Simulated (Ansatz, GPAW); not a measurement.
MgS: PBE in single-zeta orbitals, run from Python

These are simulated results from GPAW 26.7.0, not measurements. The cell was built from a prototype and was relaxed with r2SCAN in plane waves (Ansatz 0.2.0). Not every such cell is a known phase. All runs are without spin polarisation.

The symmetry is Fm-3m (No. 225, cubic); conventional cell a = 5.203 Å, 17.61 Å³ an atom. Around Mg lie 6 S at 2.60 Å; around S lie 6 Mg at 2.60 Å.

The basis is minimal: single zeta, one radial function for each shell that the log's basis lists. It describes the filled bands fairly and the empty ones poorly.

run.py reads:

```python
import json
from ase import Atoms
from gpaw import GPAW, PW, FermiDirac

atoms = Atoms(['Mg', 'S'],
              cell=[[0.0, 2.60151794, 2.60151794], [2.60151794, 0.0, 2.60151794], [2.60151794, 2.60151794, 0.0]],
              scaled_positions=[[0.0, 0.0, 0.0], [0.5, 0.5, 0.5]],
              pbc=True)
calc = GPAW(mode='lcao', basis='sz(dzp)', h=0.2, xc='PBE', kpts={'size': (6, 6, 6), 'gamma': True},
            occupations=FermiDirac(0.02), maxiter=100, legacy_gpaw=True, txt='gpaw.txt')
atoms.calc = calc
res = {'energy': atoms.get_potential_energy(force_consistent=True)}
res['electrons'] = calc.get_number_of_electrons()
res['k'] = calc.get_ibz_k_points().tolist()
res['levels'] = [calc.get_eigenvalues(kpt=i).tolist() for i in range(len(res['k']))]
points = [[0.0, 0.0, 0.0], [0.5, 0.0, 0.5], [0.625, 0.25, 0.625], [0.375, 0.375, 0.75], [0.5, 0.5, 0.5], [0.5, 0.25, 0.75], [0.0, 0.5, 0.5]]
bands = calc.fixed_density(kpts=points, symmetry='off', txt='bands.txt')
res['points'] = [bands.get_eigenvalues(kpt=i).tolist() for i in range(len(points))]
json.dump(res, open('results.json', 'w'))
print('free energy (eV):', round(res['energy'], 5))
```

Command: `python run.py`. It took 8.5 s on 1 thread of Arm Neoverse V2, on a shared host, peak memory 0.14 GiB.

The log gpaw.txt, trimmed of paths, versions and times, then the last line on the terminal. An iter line gives the energy in eV and the logarithms of the changes of orbitals (plane waves alone) and density (c: converged):

```
___ ___ ___ _ _ _
 |   |   |_  | | | |

 | | | | | . | | | |

 |__ |  _|___|_____|  26.7.0
 |___|_|

Input parameters:
  basis: sz(dzp)
  h: 0.2
  kpts: {gamma: True,
         size: (6, 6, 6)}
  maxiter: 100
  mode: lcao
  occupations: {fixmagmom: False,
                name: fermi-dirac,
                width: 0.02}
  xc: PBE

System changes: positions, numbers, cell, pbc, initial_charges, initial_magmoms

Initialize ...

species:
  Mg:
    name:    Magnesium
    Z:       12.0
    valence: 10
    core:    2
    charge:  0.0  # [|e|]
    compensation charges:
      type: gauss
      rc: 0.33  # [Å]
      lmax: 2
    cutoffs:
      filter: 1.86  # [Å]
      core: 0.54  # [Å]
    projectors
    | kind |    occ | energy [eV] | rcut [Å] |

    |------|--------|-------------|----------|

    |   2s |  2.000 |     -79.840 |    1.090 |

    |   3s |  2.000 |      -4.705 |    1.090 |

    |   2p |  6.000 |     -46.613 |    1.085 |

    |   3p |  0.000 |      -1.330 |    1.085 |

    |    d |        |       0.000 |    1.037 |

    LCAO basis set for Mg:
      Name: sz(dzp)
      Number of radial functions: 4
      Number of spherical harmonics: 8
        l=0, rc=2.7969 Bohr: 2s-sz confined orbital
        l=0, rc=9.2344 Bohr: 3s-sz confined orbital
        l=1, rc=3.1406 Bohr: 2p-sz confined orbital
        l=1, rc=12.7188 Bohr: 3p-sz confined orbital
      Number of RI-basis functions 0

  S:
    name:    Sulfur
    Z:       16.0
    valence: 6
    core:    10
    charge:  0.0  # [|e|]
    compensation charges:
      type: gauss
      rc: 0.24  # [Å]
      lmax: 2
    cutoffs:
      filter: 1.77  # [Å]
      core: 1.66  # [Å]
    projectors
    | kind |    occ | energy [eV] | rcut [Å] |

    |------|--------|-------------|----------|

    |   3s |  2.000 |     -17.254 |    0.974 |

    |   3p |  4.000 |      -7.008 |    0.979 |

    |    s |        |       9.957 |    0.974 |

    |    p |        |      20.203 |    0.979 |

    |    d |        |       0.000 |    0.900 |

    LCAO basis set for S:
      Name: sz(dzp)
      Number of radial functions: 2
      Number of spherical harmonics: 4
        l=0, rc=5.5156 Bohr: 3s-sz confined orbital
        l=1, rc=6.9375 Bohr: 3p-sz confined orbital
      Number of RI-basis functions 0

Reference energy: -16307.264786  # eV

Spin-paired calculation

Convergence criteria:
 Maximum [total energy] change in last 3 cyles: 0.0005 eV / valence electron
 Maximum integral of absolute [dens]ity change: 0.0001 electrons / valence electron
 Maximum integral of absolute [eigenst]ate change: 4e-08 eV^2 / valence electron
 Maximum number of scf [iter]ations: 100
 (Square brackets indicate name in SCF output, whereas a 'c' in
 the SCF output indicates the quantity has converged.)

Symmetries present (total): 48

  ( 1  0  0)  ( 1  0  0)  ( 1  0  0)  ( 1  0  0)  ( 1  0 -1)  ( 1  0 -1)
  ( 1  0 -1)  ( 1 -1  0)  ( 0  1  0)  ( 0  0  1)  ( 1  0  0)  ( 1 -1  0)
  ( 1 -1  0)  ( 1  0 -1)  ( 0  0  1)  ( 0  1  0)  ( 1 -1  0)  ( 1  0  0)

  ( 1  0 -1)  ( 1  0 -1)  ( 1 -1  0)  ( 1 -1  0)  ( 1 -1  0)  ( 1 -1  0)
  ( 0  1 -1)  ( 0  0 -1)  ( 1  0  0)  ( 1  0 -1)  ( 0 -1  1)  ( 0 -1  0)
  ( 0  0 -1)  ( 0  1 -1)  ( 1  0 -1)  ( 1  0  0)  ( 0 -1  0)  ( 0 -1  1)

  ( 0  1  0)  ( 0  1  0)  ( 0  1  0)  ( 0  1  0)  ( 0  1 -1)  ( 0  1 -1)
  ( 1  0  0)  ( 0  1 -1)  ( 0  0  1)  (-1  1  0)  ( 1  0 -1)  ( 0  1  0)
  ( 0  0  1)  (-1  1  0)  ( 1  0  0)  ( 0  1 -1)  ( 0  0 -1)  (-1  1  0)

  ( 0  1 -1)  ( 0  1 -1)  ( 0  0  1)  ( 0  0  1)  ( 0  0  1)  ( 0  0  1)
  ( 0  0 -1)  (-1  1  0)  ( 1  0  0)  ( 0  1  0)  ( 0 -1  1)  (-1  0  1)
  ( 1  0 -1)  ( 0  1  0)  ( 0  1  0)  ( 1  0  0)  (-1  0  1)  ( 0 -1  1)

  ( 0  0 -1)  ( 0  0 -1)  ( 0  0 -1)  ( 0  0 -1)  ( 0 -1  1)  ( 0 -1  1)
  ( 1  0 -1)  ( 0  1 -1)  ( 0 -1  0)  (-1  0  0)  ( 1 -1  0)  ( 0  0  1)
  ( 0  1 -1)  ( 1  0 -1)  (-1  0  0)  ( 0 -1  0)  ( 0 -1  0)  (-1  0  1)

  ( 0 -1  1)  ( 0 -1  1)  ( 0 -1  0)  ( 0 -1  0)  ( 0 -1  0)  ( 0 -1  0)
  ( 0 -1  0)  (-1  0  1)  ( 1 -1  0)  ( 0  0 -1)  ( 0 -1  1)  (-1  0  0)
  ( 1 -1  0)  ( 0  0  1)  ( 0 -1  1)  (-1  0  0)  ( 1 -1  0)  ( 0  0 -1)

  (-1  1  0)  (-1  1  0)  (-1  1  0)  (-1  1  0)  (-1  0  1)  (-1  0  1)
  ( 0  1  0)  ( 0  1 -1)  (-1  0  1)  (-1  0  0)  ( 0  0  1)  ( 0 -1  1)
  ( 0  1 -1)  ( 0  1  0)  (-1  0  0)  (-1  0  1)  ( 0 -1  1)  ( 0  0  1)

  (-1  0  1)  (-1  0  1)  (-1  0  0)  (-1  0  0)  (-1  0  0)  (-1  0  0)
  (-1  1  0)  (-1  0  0)  ( 0  0 -1)  ( 0 -1  0)  (-1  1  0)  (-1  0  1)
  (-1  0  0)  (-1  1  0)  ( 0 -1  0)  ( 0  0 -1)  (-1  0  1)  (-1  1  0)

216 k-points: 6 x 6 x 6 Monkhorst-Pack grid + [1/12,1/12,1/12]
16 k-points in the irreducible part of the Brillouin zone
       k-points in crystal coordinates                weights
   0:     0.00000000    0.00000000    0.00000000          1/216
   1:     0.16666667    0.16666667    0.00000000          6/216
   2:     0.16666667    0.16666667    0.16666667          8/216
   3:     0.33333333    0.16666667    0.16666667         12/216
   4:     0.33333333    0.33333333   -0.33333333         12/216
   5:     0.33333333    0.33333333    0.00000000          6/216
   6:     0.33333333    0.33333333    0.16666667         24/216
   7:     0.33333333    0.33333333    0.33333333          8/216
   8:     0.50000000    0.33333333   -0.33333333         24/216
   9:     0.50000000    0.33333333   -0.16666667         12/216
          ...
  15:     0.50000000    0.50000000    0.50000000          4/216

Wave functions: LCAO
  Diagonalizer: Serial LAPACK
  Atomic Correction: dense with blas
  Data-type: complex

Occupation numbers: Fermi-Dirac:
  width: 0.0200  # eV

Eigensolver
   LCAO using direct dense diagonalizer

Densities:
  Coarse grid: 16*16*16 grid
  Fine grid: 32*32*32 grid
  Total Charge: 0.000000

Density mixing:
  Method: separate
  Backend: msr1
  Linear mixing parameter: 0.05
  old densities: 10
  Width of damping distribution: 1.1
  Damping of long wavelength oscillations: 20

Hamiltonian:
  XC and Coulomb potentials evaluated on a 32*32*32 grid
  Using the PBE Exchange-Correlation functional
  Interpolation: tri-quintic (5. degree polynomial)
  Poisson solver: FastPoissonSolver using
    Stencil: 12*3+1=37 point O(h^6) finite-difference Laplacian
    FFT axes: [np.int64(0), np.int64(1), np.int64(2)]
    FST axes: []

XC parameters: PBE with 2 nearest neighbor stencil

Memory estimate:
  Process memory now: 109.96 MiB
  Calculator: 11.78 MiB
    Density: 6.24 MiB
      Arrays: 0.81 MiB
      Localized functions: 4.80 MiB
      Mixer: 0.62 MiB
    Hamiltonian: 0.89 MiB
      Arrays: 0.53 MiB
      XC: 0.00 MiB
      Poisson: 0.00 MiB
      vbar: 0.36 MiB
    Wavefunctions: 4.65 MiB
      C [qnM]: 0.04 MiB
      S, T [2 x qmm]: 0.07 MiB
      P [aqMi]: 0.00 MiB
      BasisFunctions: 4.54 MiB
      Eigensolver: 0.00 MiB

Total number of cores used: 1

Number of atoms: 2
Number of atomic orbitals: 12
Number of bands in calculation: 12
Number of valence electrons: 16
Bands to converge: occupied
Positions:
   0 Mg     0.000000    0.000000    0.000000    ( 0.0000,  0.0000,  0.0000)
   1 S      2.601518    2.601518    2.601518    ( 0.0000,  0.0000,  0.0000)

Unit cell:
           periodic     x           y           z      points  spacing
  1. axis:    yes    0.000000    2.601518    2.601518    16     0.1877
  2. axis:    yes    2.601518    0.000000    2.601518    16     0.1877
  3. axis:    yes    2.601518    2.601518    0.000000    16     0.1877

  Lengths:   3.679102   3.679102   3.679102
  Angles:   60.000000  60.000000  60.000000

Effective grid spacing dv^(1/3) = 0.2049

iter:   1    -7.707949        c
iter:   2    -7.670766        c -1.24
iter:   3    -7.510027        c -1.28
iter:   4    -7.511645        c -2.02
iter:   5    -7.512223c       c -2.30
iter:   6    -7.512217c       c -3.50
iter:   7    -7.512215c       c -4.39c

Converged after 7 iterations.

Energy contributions relative to reference atoms: (reference = -16307.264786)

Kinetic:        +14.668755
Potential:      -11.951312
External:        +0.000000
XC:             -10.366384
Entropy (-ST):   -0.000000
Local:           +0.136725
SIC:             +0.000000
--------------------------
Free energy:     -7.512215
Extrapolated:    -7.512215

Showing only first 2 kpts
 Kpt  Band  Eigenvalues  Occupancy
  0     6      4.97421    2.00000
  0     7      4.97594    2.00000
  0     8      8.52257    0.00000
  0     9     18.30279    0.00000

  1     6      4.45495    2.00000
  1     7      4.45590    2.00000
  1     8     10.38843    0.00000
  1     9     14.32187    0.00000

Fermi level: 6.14394

Gap: 3.249 eV
Transition (v -> c):
  (s=0, k=0, n=7, [0.00, 0.00, 0.00]) -> (s=0, k=12, n=8, [0.50, 0.50, 0.00])
Direct/indirect transitions are different
Direct gap: 3.547 eV
Transition at: (s=0, k=0, n=7, [0.00, 0.00, 0.00])

free energy (eV): -7.51221
```

The gap in the log is over the mesh alone; results.json adds the listed points. PBE in single-zeta orbitals gives a gap of 3.25 eV. On the same cell, plane-wave PBE (Ansatz, 8×8×8 k points and the special points) gives a gap of 2.79 eV and r2SCAN a gap of 3.46 eV; on shared hosts these took about 0.98 and 2.3 core-seconds on the 2-atom cell, against 8.5 for the script. Semilocal gaps usually lie below measured ones.
